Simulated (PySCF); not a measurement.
**[NdCl3(NH3)]−: other functionals and bases at one geometry**

Aim: see how levels, charges and forces of [NdCl3(NH3)]− depend on the level of theory. The species was built from a template and needn't be a known compound.

Program: PySCF 2.14.0. Level of theory: several levels, as the steps say, no spin–orbit coupling. These are calculated values, not measurements.

1 further run of the same task is left out (for a known fault of the program).

### 1 Where the work starts

8 atoms, charge -1, spin multiplicity 1.

Bond lengths: Nd1–Cl2 2.784 Å, Nd1–Cl3 2.784 Å, Nd1–Cl4 2.784 Å, Nd1–N5 2.743 Å, N5–H6 1.019 Å, N5–H7 1.019 Å, N5–H8 1.019 Å. Angles: Cl2–Nd1–Cl3 120.0°, Cl2–Nd1–Cl4 120.0°, Cl2–Nd1–N5 91.2°, Cl3–Nd1–Cl4 120.0°, Cl3–Nd1–N5 91.2°, Cl4–Nd1–N5 91.2°, Nd1–N5–H6 111.2°, Nd1–N5–H7 111.2°, Nd1–N5–H8 111.2°, H6–N5–H7 107.7°, H6–N5–H8 107.7°, H7–N5–H8 107.7°.

Geometry (Å):

| atom | x (Å) | y (Å) | z (Å) |
| --- | --- | --- | --- |
| Nd1 | 0.07386 | -0.07386 | 0.07386 |
| Cl2 | 1.24312 | 2.16593 | 1.24312 |
| Cl3 | -2.16593 | -1.24312 | 1.24312 |
| Cl4 | 1.24312 | -1.24312 | -2.16593 |
| N5 | -1.50958 | 1.50958 | -1.50958 |
| H6 | -2.11020 | 2.11020 | -0.94707 |
| H7 | -0.94707 | 2.11020 | -2.11020 |
| H8 | -2.11020 | 0.94707 | -2.11020 |

Formal oxidation states: Nd +2. Each metal's 4 4f electrons lie in its core potential, so multiplicities, spins and levels count the valence alone. An earlier session relaxed this geometry at PBE0, Nd lcecp-0-SVP with ECP50, Cl def2-SVP, N def2-SVP, H def2-SVP (singlet, point group C3v).

At PBE0 on the finer grid: E = -1464.295324 Eh, frontier levels not given, since the 4f levels lie in the core, Mulliken charge on Nd1 +0.42 e, largest force component 0.005 eV/Å. 

Levels to run: TPSS; B3LYP; PBE0, TZVP. Hardware: 2 threads of Arm Neoverse V1, shared host.

### 2 TPSS

The input, run.py (the lines that set the calculation):

```python
mol = gto.M(atom='''
Nd     0.07386    -0.07386     0.07386
Cl     1.24312     2.16593     1.24312
Cl    -2.16593    -1.24312     1.24312
Cl     1.24312    -1.24312    -2.16593
N     -1.50958     1.50958    -1.50958
H     -2.11020     2.11020    -0.94707
H     -0.94707     2.11020    -2.11020
H     -2.11020     0.94707    -2.11020''',
    basis={'Nd': 'lcecp-0-SVP', 'Cl': 'def2-SVP', 'N': 'def2-SVP', 'H': 'def2-SVP'},
    ecp={'Nd': 'lcecp-0-SVP'},
    charge=-1, spin=0)
mf = dft.RKS(mol, xc='TPSS')
mf.grids.atom_grid = (75, 302)  # f atoms: unpruned, at least (60, 302)
mf = mf.density_fit()  # fitting sets: Nd AutoAux, Cl def2-universal-JKFIT, N def2-universal-JKFIT, H def2-universal-JKFIT
mf.conv_tol = 1e-08; mf.max_cycle = 55
mf.kernel(dm0)  # dm0: the density of the relaxed state
```

The run is started by

```
$ OMP_NUM_THREADS=2 python run.py
```

### 3 B3LYP

Edit run.py (the lines that set the calculation) of step 2 so:

```diff
@@ -12,3 +12,3 @@
     charge=-1, spin=0)
-mf = dft.RKS(mol, xc='TPSS')
+mf = dft.RKS(mol, xc='B3LYP')
 mf.grids.atom_grid = (75, 302)  # f atoms: unpruned, at least (60, 302)
```

### 4 PBE0, TZVP

Basis: Nd lcecp-0-TZVP with ECP50, Cl def2-TZVP, N def2-TZVP, H def2-TZVP. 

Edit run.py (the lines that set the calculation) of step 3 so:

```diff
@@ -9,6 +9,6 @@
 H     -2.11020     0.94707    -2.11020''',
-    basis={'Nd': 'lcecp-0-SVP', 'Cl': 'def2-SVP', 'N': 'def2-SVP', 'H': 'def2-SVP'},
-    ecp={'Nd': 'lcecp-0-SVP'},
+    basis={'Nd': 'lcecp-0-TZVP', 'Cl': 'def2-TZVP', 'N': 'def2-TZVP', 'H': 'def2-TZVP'},
+    ecp={'Nd': 'lcecp-0-TZVP'},
     charge=-1, spin=0)
-mf = dft.RKS(mol, xc='B3LYP')
+mf = dft.RKS(mol, xc='PBE0')
 mf.grids.atom_grid = (75, 302)  # f atoms: unpruned, at least (60, 302)
@@ -16,2 +16,2 @@
 mf.conv_tol = 1e-08; mf.max_cycle = 55
-mf.kernel(dm0)  # dm0: the density of the relaxed state
+mf.kernel(dm0)  # dm0: free metal ions and neutral atoms
```

What does the calculation give? Wanted: for each run, charge on Nd1; dipole; largest force.

The runs gave:

| level | state | charge on Nd1 (e) | dipole (D) | largest force (eV/Å) | basis functions | time |
| --- | --- | --- | --- | --- | --- | --- |
| PBE0 (relaxed here) | singlet | 0.42 | 4.23 | 0.00 | 114 | 21 s |
| TPSS | singlet | 0.36 | 4.21 | 0.20 | 114 | 11 s |
| B3LYP | singlet | 0.33 | 4.23 | 0.09 | 114 | 7.5 s |
| PBE0, TZVP | singlet | 1.04 | 3.95 | 0.22 | 207 | 21 s |

Times are on 2 threads of Arm Neoverse V1, shared host; the first row also made further properties. The dipole of a charged species depends on the origin, so these sizes hold for this origin alone.

The largest leftover force, 0.22 eV/Å with PBE0, TZVP, stands at a geometry relaxed at another level. The Mulliken charge on Nd spans +0.33 to +1.04 e over the levels. With 4f in the core, its levels are missing from HOMO and gap. Total energies of different levels can't be compared. Spin–orbit coupling is left out throughout.
